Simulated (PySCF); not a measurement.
# SrSe⁻: basis, grid and Hamiltonian

Aim: see how much the energy and properties of SrSe⁻ depend on the numerical set-up.

The runs use PySCF 2.14.0; method and basis as typed in the scripts.

4 further runs of the same task are left out: 2 for a known fault of the program, 2 that didn't finish.

## (1) The starting structure

SrSe⁻: 2 atoms, charge -1, spin multiplicity 2.

Bond lengths: Sr1–Se2 2.856 Å.

## (2) Base script

The input, input.py:

```python
from pyscf import gto, dft

mol = gto.M(
    atom='Sr 0 0 0; Se 0 0 2.856',
    basis='sbkjc',
    ecp={'Sr': 'sbkjc', 'Se': 'sbkjc'},
    charge=-1,
    spin=1,
    verbose=4,
)
mf = dft.UKS(mol, xc='camb3lyp')
mf.kernel()
mf.dip_moment()
print('orbital energies (hartree):', [e[max(0, n-3):n+3].round(4) for e, n in zip(mf.mo_energy, mol.nelec)])
```

The run is started by

```bash
> python input.py
```

The log of this run is left out.

It gives: E(SCF) = -9.980879 Eh, 12 cycles, ⟨S²⟩ = 0.766.

The bond length is a typed value, not an optimised one. The dipole of an ion depends on the origin.

## (3) Def2-svp

Edit 1 changes basis set: sbkjc → def2-svp. The core potential changes with it: totals don't compare.

The input, input.py:

```python
from pyscf import gto, dft

mol = gto.M(
    atom='Sr 0 0 0; Se 0 0 2.856',
    basis='def2-svp',
    ecp={'Sr': 'def2-svp'},
    charge=-1,
    spin=1,
    verbose=4,
)
mf = dft.UKS(mol, xc='camb3lyp')
mf.kernel()
mf.dip_moment()
print('orbital energies (hartree):', [e[max(0, n-3):n+3].round(4) for e, n in zip(mf.mo_energy, mol.nelec)])
```

The run is started by

```bash
> python input.py
```

## (4) Integration grid 5

Edit 2 changes integration grid: default → 5.

Edit input.py of step 2 so:

```diff
@@ -11,2 +11,3 @@
 mf = dft.UKS(mol, xc='camb3lyp')
+mf.grids.level = 5
 mf.kernel()
```

## (5) Integration grid 4

Edit 3 changes integration grid: default → 4.

Edit input.py of step 2 so:

```diff
@@ -11,2 +11,3 @@
 mf = dft.UKS(mol, xc='camb3lyp')
+mf.grids.level = 4
 mf.kernel()
```

## (6) Cartesian functions on

Edit 4 changes Cartesian functions: off → on.

Edit input.py of step 2 so:

```diff
@@ -8,2 +8,3 @@
     spin=1,
+    cart=True,
     verbose=4,
```

## (7) Density fitting weigend

Edit 5 changes density fitting: none → weigend.

Edit input.py of step 2 so:

```diff
@@ -11,2 +11,3 @@
 mf = dft.UKS(mol, xc='camb3lyp')
+mf = mf.density_fit(auxbasis='weigend')
 mf.kernel()
```

## (8) Integration grid 6

Edit 6 changes integration grid: default → 6.

Edit input.py of step 2 so:

```diff
@@ -11,2 +11,3 @@
 mf = dft.UKS(mol, xc='camb3lyp')
+mf.grids.level = 6
 mf.kernel()
```

**Question.** What will these runs give? Wanted: for each run, E(SCF); from base; gap, α spin.

As calculated:

| run | E(SCF) (hartree) | from base (eV) | cycles | gap, α spin (eV) | functions |
| --- | --- | --- | --- | --- | --- |
| base | -9.980879 | 0 | 12 | 3.90 | 16 |
| def2-svp | -2432.115254 | not comparable | 17 | 3.90 | 55 |
| integration grid 5 | -9.980880 | 0.0000 | 12 | 3.90 | 16 |
| integration grid 4 | -9.980880 | 0.0000 | 12 | 3.90 | 16 |
| Cartesian functions on | -9.980879 | 0.0000 | 12 | 3.90 | 16 |
| density fitting weigend | -9.980667 | not comparable | 12 | 3.91 | 16 |
| integration grid 6 | -9.980880 | 0.0000 | 12 | 3.90 | 16 |

What this shows: No change of the SCF energy comes from integration grid 5 or integration grid 4 or Cartesian functions on or integration grid 6. The basis has no d shells, so the Cartesian switch can't act. With integration grid 5, integration grid 4, Cartesian functions on, integration grid 6 the path hardly changes: 12 cycles against 12. The dearest run is “def2-svp”, at 8.2 s against 1.5 s. Rows marked «poor choice» come from settings spoiled on purpose.
